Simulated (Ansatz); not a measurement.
# CH6BrNOSi: the cost of one run

Computed with Ansatz 0.2.0, Gaussian basis. Level: functionals in def2-TZVPP, the program's frozen cores in correlated methods.

The runs, in order: PBE-D4, r2SCAN-D4, PBE0-D4, B3LYP-D4, ωB97X-V, ωB97M-V, B2PLYP; CCSD(T)/def2-TZVPP; MP2/def2-QZVPP; extrapolation to the limit.

### 1 The geometry

The geometry comes from an earlier relaxation with PBE0-D4 in a triple-zeta def2 set; it is a stationary point, not always the lowest conformer.

SMILES `N[SiH](Br)CO`, 11 atoms, charge 0, spin multiplicity 1.

Atoms are counted from 1 here; the program's logs count them from 0.

Bond lengths: N1–Si2 1.699 Å, N1–H6 1.009 Å, N1–H7 1.007 Å, Si2–Br3 2.263 Å, Si2–C4 1.880 Å, Si2–H8 1.480 Å, C4–O5 1.421 Å, C4–H9 1.098 Å, C4–H10 1.094 Å, O5–H11 0.964 Å. Angles: Si2–N1–H6 118.1°, Si2–N1–H7 121.1°, H6–N1–H7 111.3°, N1–Si2–Br3 114.0°, N1–Si2–C4 108.6°, N1–Si2–H8 109.6°, Br3–Si2–C4 103.3°, Br3–Si2–H8 105.3°, C4–Si2–H8 116.1°, Si2–C4–O5 110.3°, Si2–C4–H9 111.4°, Si2–C4–H10 109.1°, O5–C4–H9 112.0°, O5–C4–H10 106.6°, H9–C4–H10 107.1°, C4–O5–H11 107.6°.

Geometry (Å):

```xyz
11
charge 0, multiplicity 1
N    -0.5973    1.5962   -0.4367
Si    0.6615    0.4776   -0.2086
Br    1.5829    0.5389    1.8575
C    -0.0523   -1.2580   -0.3114
O    -1.0001   -1.4642    0.7276
H    -1.4882    1.4053   -0.0031
H    -0.4126    2.5857   -0.4742
H     1.7707    0.7824   -1.1403
H     0.7397   -2.0182   -0.3023
H    -0.5937   -1.3678   -1.2553
H    -0.5455   -1.3349    1.5674
```

### 2 PBE-D4 (GGA)

in.yaml

```yaml
crystal:
  periodic: [false, false, false]
  atoms:
    - {symbol: N, position_ang: [-0.597270, 1.596230, -0.436674]}
    - {symbol: Si, position_ang: [0.661486, 0.477640, -0.208552]}
    - {symbol: Br, position_ang: [1.582913, 0.538924, 1.857463]}
    - {symbol: C, position_ang: [-0.052287, -1.258026, -0.311412]}
    - {symbol: O, position_ang: [-1.000096, -1.464236, 0.727640]}
    - {symbol: H, position_ang: [-1.488199, 1.405295, -0.003072]}
    - {symbol: H, position_ang: [-0.412566, 2.585671, -0.474203]}
    - {symbol: H, position_ang: [1.770718, 0.782400, -1.140332]}
    - {symbol: H, position_ang: [0.739747, -2.018175, -0.302281]}
    - {symbol: H, position_ang: [-0.593736, -1.367843, -1.255304]}
    - {symbol: H, position_ang: [-0.545509, -1.334879, 1.567428]}
basis:
  gaussian: {orbitals: def2-TZVPP}
hamiltonian: {xc: pbe, dispersion: d4}
output: {forces: true, orbitals: {seedname: orbitals}}
```

The run is started by

```sh
$ ansatz run in.yaml --threads 2 --pin off --events-out ev --progress --plain --max-ram 22528MiB --backend cpu
```

Q: Estimate wall time and peak memory on 2 threads of AMD EPYC 7R13, shared host.

About 6.5 s, with a peak of 0.44 GiB.
